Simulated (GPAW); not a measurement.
PtSe:

```
Pt Se
1.0
     3.70187    0.00000    0.00000
    -1.85094    3.20591    0.00000
     0.00000    0.00000    3.61284
Pt Se
1 1
Direct
  0.00000 0.00000 0.00000
  0.66667 0.33333 0.50000
```

The cell comes from a database or a generator and needn't be the stable form of this composition.

Program: GPAW 26.7.0. Alike in all runs: task single point; no spin polarisation; cell as given; k mesh 8 × 8 × 7; cutoff (eV) 600; smearing fermi-dirac 0.05 eV.

Problem. Order these runs on this cell by their pressure, lowest first.
A. level AM05; potentials or basis PAW data sets generated in the run's folder for this functional, pw
B. level RPBE; potentials or basis the program's PAW data sets (release 1.2.1) made for this functional, pw
C. level r2SCAN; potentials or basis GPAW PAW data sets (gpaw-data 1.2.1), pw
D. level LDA; potentials or basis the program's PAW data sets (release 1.2.1) made for this functional, pw
E. level PW91; potentials or basis PAW data sets generated in the run's folder for this functional, pw

Solution. D (-18.4 GPa), A (-16.2 GPa), C (-13.2 GPa), E (-11.2 GPa), B (-9.0 GPa).

Caveats: the PAW data sets were made with another functional, which shifts forces and pressure a little (some runs).

Not every run made on this cell is shown here.
